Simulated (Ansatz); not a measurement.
# ZnNi, space group F-43m: a breakdown of dispersion, smearing and cutoff terms

Computed with Ansatz 0.2.0, Python API.

At the Python prompt:
```pycon
>>> from dataclasses import dataclass
>>> import warnings
>>> import ansatz as az
>>> from pymatgen.core import Lattice, Structure
>>> from pymatgen.io.ase import AseAtomsAdaptor
>>> @dataclass(frozen=True)
... class Options:
...     filling: str = "Methfessel-Paxton"
...     sigma: float = 0.01
...
>>> opts = Options()
>>> warnings.simplefilter("ignore", az.DeckWarning)
>>> pmg_structure = Structure(
...     Lattice([(0.0, 2.673065, 2.673065), (2.673065, 0.0, 2.673065), (2.673065, 2.673065, 0.0)]),
...     ["Zn", "Ni"],
...     [
...         (0.25, 0.25, 0.25),
...         (0.0, 0.0, 0.0),
...     ],
... )
>>> xtal = az.Crystal.from_ase(AseAtomsAdaptor.get_atoms(pmg_structure)).moments(Ni=1.5)
>>> xtal.resolved().sites[-1]
Site(symbol='Ni', position=(0.0, 0.0, 0.0), moment=None, axis=None, held=None, saved=None)
>>> calc = (
...     xtal.calculation()
...     .kpoints(6, center="monkhorst-pack")  # sampling of the Brillouin zone
...     .occupations(opts.filling, width=opts.sigma)
...     .spin(az.SpinTreatment.COLLINEAR)  # spin-polarised run
...     .initial_density(normalization="cell")
... )
>>> with_term = calc.functional("pbesol", dispersion="d3bj").basis(380).cutoff_correction(630).run().report
RunWarning: dispersion: an atom stands within reach of a switch of its C6 between two reference coordination numbers of its element: through that C6 alone, e_disp changes by 0.025 eV or more while the distances to its neighbours run over a stretch of 0.05 Å that contains this geometry (sites counted from 0 in the [...]
RunWarning: the starting moments were not kept: the SCF closed with an absolute magnetisation of 5.6e-2 μB, where they sum to 1.5 μB in size (1 site). That is at most 0.1 of that sum. The system's moment may be that small; this SCF shows only that its start led to no larger one. To try another start: change the [...]
>>> without = calc.functional("pbesol").basis(380).run().report
>>> finer = calc.functional("pbesol").basis(630).run().report
>>> removed = az.free_energy_without(with_term, az.EnergyTerm.DISPERSION)
>>> print(f"dispersion term            {with_term['components']['e_disp']:.5f} eV")
dispersion term            -0.60366 eV
>>> print(f"F less dispersion          {removed:.5f} eV, run without it {without['free_energy_ev']:.5f} eV")
F less dispersion          -9083.91038 eV, run without it -9083.91038 eV
>>> print(f"F less smearing term       {az.free_energy_without(without, az.EnergyTerm.SMEARING):.5f} eV")
F less smearing term       -9083.91043 eV
>>> print(f"estimated gain to 630 eV   {with_term['cutoff_correction']['energy_ev']:.5f} eV, found {finer['free_energy_ev'] - without['free_energy_ev']:.5f} eV")
estimated gain to 630 eV   -0.00711 eV, found -0.00703 eV
```

What to keep in mind:
- The settings weren't tested for convergence.
- The cutoff lies under the one recommended for these potentials in some of the runs.
- The SCF didn't keep the moments it started from (some shrank, vanished or turned); what is printed is the state reached.
- Dispersion corrections can be off by several per cent in the lattices of metals, and by several GPa in the pressure at a fixed cell.
- For a metal this k-point mesh is coarse: on a finer one energies can move by several to tens of meV an atom and pressures by half a GPa or more, differences at one mesh by less.
- The mesh has less symmetry than the crystal, which the program warned of.
- This cell is a computed structure, which may not be the phase found in nature.
- Warnings are shown shortened and without file and line.
- The script silences the warnings on its input, which a real study should read.
- Wall time of the script: 21 s on 1 thread of Intel(R) Xeon(R) 6975P-C (Granite Rapids), with other jobs on the host, peak memory 0.57 GiB.

(Lines on the test bed's own set-up are left out of the output.)
